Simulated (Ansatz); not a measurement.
# C3H11NO3Si: the cost of one run

Program: Ansatz 0.2.0. Level of theory: RKS PBE-D4/STO-3G. These are calculated values, not measurements.

1 further run of the same task is left out (it didn't finish).

### Step 1. The structure to begin with

Bond lengths (14 of 18 bonds, heavy atoms first): Si1–N2 1.820 Å, N2–C3 1.470 Å, N2–C7 1.470 Å, Si1–O11 1.680 Å, Si1–O13 1.679 Å, Si1–O15 1.679 Å, O15–C16 1.420 Å, C3–H4 1.110 Å, C3–H5 1.110 Å, C3–H6 1.110 Å, C7–H8 1.110 Å, C7–H9 1.110 Å, C7–H10 1.110 Å, O11–H12 1.010 Å. Angles (14 of 30 angles, heavy atoms first): Si1–N2–C3 120.0°, Si1–N2–C7 120.0°, C3–N2–C7 120.0°, N2–Si1–O11 109.4°, N2–Si1–O13 109.5°, N2–Si1–O15 109.5°, O11–Si1–O13 109.5°, O11–Si1–O15 109.5°, O13–Si1–O15 109.5°, Si1–O15–C16 125.0°, N2–C3–H4 109.5°, N2–C3–H5 109.5°, N2–C3–H6 109.5°, N2–C7–H8 109.5°.

Its coordinates follow in the input file.

### Step 2. Relaxing the start

File input.yaml:

```yaml
crystal:
  periodic: [false, false, false]
  atoms:
    - { symbol: Si, position_ang: [0.0, 0.0, 0.0] }
    - { symbol: "N", position_ang: [0.0, 0.0, 1.82] }
    - { symbol: C, position_ang: [-1.2162, -0.3762, 2.555] }
    - { symbol: H, position_ang: [-1.8642, -0.9999, 1.9045] }
    - { symbol: H, position_ang: [-0.9378, -0.9533, 3.4614] }
    - { symbol: H, position_ang: [-1.7663, 0.5401, 2.8549] }
    - { symbol: C, position_ang: [1.2162, 0.3762, 2.555] }
    - { symbol: H, position_ang: [1.4641, -0.4163, 3.2916] }
    - { symbol: H, position_ang: [2.0585, 0.4943, 1.8418] }
    - { symbol: H, position_ang: [1.0457, 1.3351, 3.0874] }
    - { symbol: O, position_ang: [1.5842, 0.0, -0.5594] }
    - { symbol: H, position_ang: [1.9006, -0.9521, -0.6761] }
    - { symbol: O, position_ang: [-0.7913, 1.3709, -0.5594] }
    - { symbol: H, position_ang: [-1.7491, 1.1401, -0.7818] }
    - { symbol: O, position_ang: [-0.7913, -1.3709, -0.5594] }
    - { symbol: C, position_ang: [-1.5365, -2.2685, 0.2501] }
    - { symbol: H, position_ang: [-1.2251, -2.1576, 1.3097] }
    - { symbol: H, position_ang: [-2.6187, -2.04, 0.1571] }
    - { symbol: H, position_ang: [-1.349, -3.3106, -0.083] }
basis:
  gaussian: { orbitals: STO-3G }
hamiltonian:
  xc: pbe
  dispersion: d4
relax:
  f_tol: 0.02
  max_steps: 40
output:
  orbitals: {}
```

Started as:

```bash
> ansatz run input.yaml --threads 1 --pin off --max-ram 2048MiB --backend cpu --events-out ev --progress --plain --runs-dir out
```

What time and memory should one allow on 1 thread of Arm Neoverse V2, shared host?

About 3 min, with a peak of 0.17 GiB.
